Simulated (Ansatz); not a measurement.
# CdSb2O4: the cost of one run

Method: DFT PBE, scalar-relativistic, plane waves, PAW, unless a step names another level, in Ansatz 0.2.0.

1 further run of the same task is left out (it didn't finish).

## 1. The starting structure

The structure is orthorhombic, space group Pbam (No. 55). Conventional cell: a = 7.165 Å, b = 10.050 Å, c = 3.394 Å, α = 90.00°, β = 90.00°, γ = 90.00°. Cd (site symmetry 2/m) is surrounded by 6 O at 2.32 to 2.37 Å. Sb (site symmetry m) is surrounded by 4 O at 2.08 to 2.18 Å. Around O (site symmetry m) lie 2 Sb at 2.08 Å and 1 Cd at 2.37 Å. O (site symmetry m) is surrounded by 2 Sb at 2.16 to 2.18 Å and 2 Cd at 2.32 Å.

As a file:

```
Cd Sb O
1.0
     7.16495    0.00000    0.00000
     0.00000   10.05044    0.00000
     0.00000    0.00000    3.39443
Cd Sb O
2 4 8
Direct
  0.50000 0.50000 0.00000
  0.00000 0.00000 0.00000
  0.11270 0.70600 0.50000
  0.88730 0.29400 0.50000
  0.61270 0.79400 0.50000
  0.38730 0.20600 0.50000
  0.69600 0.69009 0.00000
  0.30400 0.30991 0.00000
  0.60126 0.36086 0.50000
  0.39874 0.63914 0.50000
  0.19600 0.80991 0.00000
  0.80400 0.19009 0.00000
  0.89874 0.86086 0.50000
  0.10126 0.13914 0.50000
```

It came out lowest among 26 distinct ends of the trial cells. At a tolerance of 0.02 Å it has space group Pbam (No. 55).

## 2. Tight relaxation for the response runs, on the response runs' mesh and smearing

Input file input.yaml:

```yaml
crystal:
  lattice:
    - [7.1649464471, 0.0, 0.0]
    - [0.0, 10.0504392688, 0.0]
    - [0.0, 0.0, 3.3944286956]
  atoms:
    - { symbol: Cd, position: [0.5, 0.5, 0.0] }
    - { symbol: Cd, position: [0.0, 0.0, 0.0] }
    - { symbol: Sb, position: [0.1126959331, 0.7059977512, 0.5] }
    - { symbol: Sb, position: [0.8873040669, 0.2940022488, 0.5] }
    - { symbol: Sb, position: [0.6126959331, 0.7940022488, 0.5] }
    - { symbol: Sb, position: [0.3873040669, 0.2059977512, 0.5] }
    - { symbol: O, position: [0.6960031115, 0.6900918735, 0.0] }
    - { symbol: O, position: [0.3039968885, 0.3099081265, 0.0] }
    - { symbol: O, position: [0.6012632216, 0.3608581379, 0.5] }
    - { symbol: O, position: [0.3987367784, 0.6391418621, 0.5] }
    - { symbol: O, position: [0.1960031115, 0.8099081265, 0.0] }
    - { symbol: O, position: [0.8039968885, 0.1900918735, 0.0] }
    - { symbol: O, position: [0.8987367784, 0.8608581379, 0.5] }
    - { symbol: O, position: [0.1012632216, 0.1391418621, 0.5] }
basis:
  ecutwfc: 420
kpoints:
  mp_grid: { grid: [4, 4, 8] }
hamiltonian:
  xc: pbe
scf:
  occupations: { method: fixed }
output:
  forces: true
  stress: true
  eigenvalues: true
relax:
  adjacent_minimum: "off"
  f_tol: 0.001
  max_steps: 60
  cell: { stress_tol: 0.01 }
```

Command:

```bash
$ ansatz run input.yaml --threads 3 --pin off --max-ram 7680MiB --backend cpu --events-out ev --progress --plain --runs-dir out
```

What time and memory should one allow on 3 threads of Intel Xeon 6975P-C (Granite Rapids), shared host?

About 2.4 min, with a peak of 1.2 GiB.
